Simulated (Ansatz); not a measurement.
**SiPb: the crystal squeezed far**

Aim: compress SiPb (CsCl type) step by step, far beyond the usual range, and follow pressure and electronic structure. Methods of the runs shown: PAW. Its runs: cell relaxed at zero pressure (PAW); volume scaled by 1 (PAW); volume scaled by 0.92 (PAW); volume scaled by 0.84 (PAW); volume scaled by 0.76 (PAW); volume scaled by 0.68 (PAW); volume scaled by 0.6 (PAW); volume scaled by 0.52 (PAW); volume scaled by 0.45 (PAW and PAW (cutoff 800 eV)).

Program: Ansatz 0.2.0. Level of theory: DFT, PBEsol, PAW with Ansatz's default frozen-core files, scalar-relativistic. These are calculated values, not measurements.

**1. The structure to begin with**

Symmetry: Pm-3m, No. 221, cubic system. Conventional cell: a = 3.311 Å, b = 3.311 Å, c = 3.311 Å, α = 90.00°, β = 90.00°, γ = 90.00°. Around Pb (site symmetry m-3m) lie 8 Si at 2.87 Å. Si (site symmetry m-3m) is surrounded by 8 Pb at 2.87 Å.

As a file:

```
CELL_PARAMETERS angstrom
3.31056 0.00000 0.00000
0.00000 3.31056 0.00000
0.00000 0.00000 3.31056
ATOMIC_POSITIONS crystal
Pb 0.00000 0.00000 0.00000
Si 0.50000 0.50000 0.50000
```

Whether this phase is the stable one at these pressures isn't tested.

Atoms are numbered in the order of the input: Pb1, Si2.

**2. Cell relaxed at zero pressure, PAW**

The input, input.yaml:

```yaml
crystal:
  lattice:
    - [3.3105586784, 0.0, 0.0]
    - [0.0, 3.3105586784, 0.0]
    - [0.0, 0.0, 3.3105586784]
  atoms:
    - { symbol: Pb, position: [0.0, 0.0, 0.0] }
    - { symbol: Si, position: [0.5, 0.5, 0.5] }
kpoints:
  mp_grid: { grid: [11, 11, 11] }
scf:
  occupations: { method: fermi_dirac, width: 0.08 }
hamiltonian:
  xc: pbesol
  pseudopotentials: { kind: paw }
output:
  forces: true
  stress: true
relax:
  f_tol: 0.005
  max_steps: 40
  cell: {}
```

Launch:

```console
$ ansatz run input.yaml --threads 1 --pin off --max-ram 2048MiB --backend cpu --events-out ev --progress --plain --runs-dir out
```

Further steps of the session: Volume scaled by 1, PAW; Volume scaled by 0.92, PAW; Volume scaled by 0.84, PAW; Volume scaled by 0.76, PAW; Volume scaled by 0.68, PAW; Volume scaled by 0.6, PAW; Volume scaled by 0.52, PAW; Volume scaled by 0.45, PAW; Volume scaled by 0.45, PAW (cutoff 800 eV).

What does the calculation give? Wanted: PAW pressure at 0.45 of the volume; fitted bulk modulus at zero pressure.

**Answer**, as computed:

| quantity | value |
| --- | --- |
| PAW pressure at 0.45 of the volume | 307.3 GPa |
| PAW (cutoff 800 eV) pressure at 0.45 of the volume | 307.3 GPa |
| fitted bulk modulus at zero pressure (PAW) | 63 GPa |
| its pressure derivative | 4.45 |

**Reading.** By PAW the pressure climbs to 307 GPa at 0.45 of the first volume. One third-order Birch-Murnaghan curve follows these points (B₀ = 63 GPa, B′ = 4.45, misfit at most 0.92 GPa). A fit over so wide a range leans to the high pressures, so B₀ can be off by several per cent. No all-electron run checks these rows here, and frozen cores can fail under such compression. The ions are at rest, and the electrons smeared by 0.08 eV. Spin-orbit coupling is left out, though the cell holds Pb; in elements this heavy it can shift bands and gaps by tenths of an eV.
